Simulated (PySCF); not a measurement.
# [SmH3(NH3)]−: other functionals and bases at one geometry

An exercise on one series of results from a longer session: the logs are not shown, and one member is left open.

Method: several levels, as the steps say, no spin–orbit coupling; program: PySCF 2.14.0.

1 further run of the same task is left out (for a known fault of the program).

## Where the work starts

8 atoms, charge -1, spin multiplicity 1.

Bond lengths: Sm1–H2 2.365 Å, Sm1–H3 2.364 Å, Sm1–H4 2.397 Å, Sm1–N5 2.743 Å, N5–H6 1.019 Å, N5–H7 1.021 Å, N5–H8 1.021 Å. Angles: H2–Sm1–H3 121.3°, H2–Sm1–H4 119.0°, H2–Sm1–N5 104.7°, H3–Sm1–H4 118.6°, H3–Sm1–N5 103.5°, H4–Sm1–N5 70.6°, Sm1–N5–H6 136.5°, Sm1–N5–H7 98.0°, Sm1–N5–H8 96.4°, H6–N5–H7 108.7°, H6–N5–H8 108.7°, H7–N5–H8 104.6°.

Geometry (Å):

```xyz
8

Sm    0.0721   -0.0670    0.2646
H     1.4180    1.5014    1.4145
H    -1.5284   -1.3831    1.4031
H     0.6258   -0.6343   -1.9980
N    -1.4439    1.4430   -1.4519
H    -2.1794    2.1433   -1.3683
H    -0.6820    1.8334   -2.0076
H    -1.7964    0.6632   -2.0092
```

Formal oxidation states: Sm +2. Each metal's 6 4f electrons lie in its core potential, so multiplicities, spins and levels count the valence alone. An earlier session relaxed this geometry at PBE0, Sm lcecp-0-SVP with ECP52, H def2-SVP, N def2-SVP (singlet, point group C1).

At PBE0 on the finer grid: E = -87.037815 Eh, frontier levels not given, since the 4f levels lie in the core, Mulliken charge on Sm1 -0.20 e, largest force component 0.015 eV/Å. 

Levels to run: HF; BLYP; PBE0, TZVP. Hardware: 2 threads of Intel Xeon Platinum 8259CL at 2.50GHz (Skylake/Cascade Lake), shared host.

The first run:

Contents of run.py (the lines that set the calculation):

```python
mol = gto.M(atom='''
Sm     0.07213    -0.06699     0.26460
H      1.41795     1.50139     1.41448
H     -1.52842    -1.38309     1.40311
H      0.62582    -0.63426    -1.99801
N     -1.44385     1.44305    -1.45191
H     -2.17938     2.14335    -1.36835
H     -0.68198     1.83344    -2.00759
H     -1.79639     0.66324    -2.00917''',
    basis={'Sm': 'lcecp-0-SVP', 'H': 'def2-SVP', 'N': 'def2-SVP'},
    ecp={'Sm': 'lcecp-0-SVP'},
    charge=-1, spin=0)
mf = scf.RHF(mol)
mf = mf.density_fit()  # fitting sets: Sm AutoAux, H def2-universal-JKFIT, N def2-universal-JKFIT
mf.conv_tol = 1e-08; mf.max_cycle = 55
mf.kernel(dm0)  # dm0: the density of the relaxed state
```

Run with:

```sh
OMP_NUM_THREADS=2 python run.py
```

Among the steps run: HF; BLYP; PBE0, TZVP.

One table of the session follows, with a row left open; its other results are not shown here.

| level | dipole (D) | largest force component (eV/Å) |
| --- | --- | --- |
| PBE0 (relaxed here) | 5.05 | 0.01 |
| HF | 5.19 | 0.81 |
| BLYP | ? | ? |
| PBE0, TZVP | 4.70 | 0.34 |

Estimate the missing values for BLYP.

The run gave: dipole (D): 4.96; largest force component (eV/Å): 0.45. In the column «dipole (D)» it lies between PBE0, TZVP (4.70) and PBE0 (relaxed here) (5.05).

The dipole of a charged species depends on the origin, so these sizes hold for this origin alone.

The largest leftover force, 0.81 eV/Å with HF, stands at a geometry relaxed at another level. With 4f in the core, its levels are missing from HOMO and gap, and its count is fixed, so no charge can pass from the ligands into it. Total energies of different levels can't be compared.
